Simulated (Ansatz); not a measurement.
# BrH4NSi + HCl: a complex and its separated parts

Aim: how far the complex at one end of a reaction step lies below its separated, relaxed parts, level by level.

The runs use Ansatz 0.2.0, Gaussian basis; PBE0-D4/def2-TZVP structures, single points in def2-TZVPP, no counterpoise correction.

Levels: SPW92, PBE-D4, BLYP-D4, r2SCAN-D4, B97M-V, PBE0-D4, B3LYP-D4, r2SCAN0-D4, BHLYP-D4, CAM-B3LYP-D4, wB97X-V, wB97M-V, B2PLYP, PBE-QIDH, RPA on PBE, Hartree-Fock, MP2, CCSD, CCSD(T).

Correlated methods freeze the cores. Filled d shells of the heavier atoms are correlated. B3LYP uses VWN-RPA correlation. B2PLYP carries no dispersion term here.

94 further runs of the same task are left out: 94 set aside as unsound or not needed. Runs told in other sessions of the task aren't counted.

## 1. Where the work starts

The complex: 9 atoms, charge 0, spin multiplicity 1.

Atoms are counted from 1 here; the program's logs count them from 0.

Bond lengths: Si1–H3 1.476 Å, Si1–H4 1.477 Å, Si1–N5 1.695 Å, Si1–Br7 2.267 Å, Cl2–H6 1.294 Å, N5–H8 1.009 Å, N5–H9 1.008 Å. Angles: H3–Si1–H4 114.0°, H3–Si1–N5 109.8°, H3–Si1–Br7 104.3°, H4–Si1–N5 109.6°, H4–Si1–Br7 104.6°, N5–Si1–Br7 114.6°, Si1–N5–H8 119.4°, Si1–N5–H9 120.4°, H8–N5–H9 111.4°.

As a file:

```
Si   -1.0497   -0.1893    0.2918
Cl    2.8395   -0.6447   -0.0343
H    -0.9002   -1.6567    0.3397
H    -2.4394    0.2796    0.4637
N    -0.4279    0.4031   -1.1690
H     2.0752   -0.1814    0.9009
Br    0.0328    0.5445    2.1440
H     0.4789    0.0918   -1.4849
H    -0.6094    1.3530   -1.4518
```

Its parts: BrH4NSi holds atoms 1, 3, 4, 5, 7, 8, 9; HCl holds atoms 2, 6. Each part counts its atoms afresh in its own runs.

## 2. Relaxing BrH4NSi alone

Contents of relax-a/in.yaml:

```yaml
crystal:
  periodic: [false, false, false]
  atoms:
    - {symbol: Si, position_ang: [-1.049657, -0.189336, 0.291776]}
    - {symbol: H, position_ang: [-0.900232, -1.656750, 0.339697]}
    - {symbol: H, position_ang: [-2.439375, 0.279601, 0.463722]}
    - {symbol: N, position_ang: [-0.427880, 0.403081, -1.169037]}
    - {symbol: Br, position_ang: [0.032839, 0.544480, 2.143974]}
    - {symbol: H, position_ang: [0.478908, 0.091849, -1.484860]}
    - {symbol: H, position_ang: [-0.609367, 1.352996, -1.451768]}
basis:
  gaussian: {orbitals: def2-TZVP}
hamiltonian: {xc: pbe0, dispersion: d4}
relax: {f_tol: 0.005, max_steps: 200}
```

Command:

```sh
$ ansatz run in.yaml --threads 8 --pin off --events-out ev --progress --plain --max-ram 19148MiB
```

Further steps of the session: Relaxing HCl alone; SPW92/def2-TZVPP; PBE-D4/def2-TZVPP; BLYP-D4/def2-TZVPP; r2SCAN-D4/def2-TZVPP; B97M-V/def2-TZVPP; PBE0-D4/def2-TZVPP; B3LYP-D4/def2-TZVPP; r2SCAN0-D4/def2-TZVPP; BHLYP-D4/def2-TZVPP; CAM-B3LYP-D4/def2-TZVPP; wB97X-V/def2-TZVPP; wB97M-V/def2-TZVPP; B2PLYP/def2-TZVPP; PBE-QIDH/def2-TZVPP; RPA on PBE/def2-TZVPP; CCSD(T)/def2-TZVPP; Vibrations of BrH4NSi; Vibrations of HCl.

**Question.** What will these runs give? Wanted: complex less parts, CCSD(T)/def2-TZVPP; with zero-point energy; largest T1 diagnostic.

As calculated:

```
                              quantity         value
complex less parts, CCSD(T)/def2-TZVPP  -16.1 kJ/mol
                with zero-point energy  -11.6 kJ/mol
                 largest T1 diagnostic         0.008
```

In words: At CCSD(T) the complex lies 16.1 kJ/mol below its parts. PBE-QIDH is the best functional here (+0.1 kJ/mol from CCSD(T)); SPW92 is the worst (-17.6 kJ/mol). By rung, the mean size of the error is: LDA 17.6, GGA 7.9, meta-GGA 3.7, hybrid 4.5, range-separated hybrid 3.1, double hybrid 1.3 kJ/mol. The double hybrids carry no dispersion term here, unlike the levels marked D4 or V. PBE-D4 gives a relative energy 8.6 kJ/mol too low, outside chemical accuracy (1 kcal/mol, 4.2 kJ/mol). No counterpoise was applied, and triple zeta lacks some correlation, so the CCSD(T) reference has a basis error of its own, and close matches with it are partly luck.
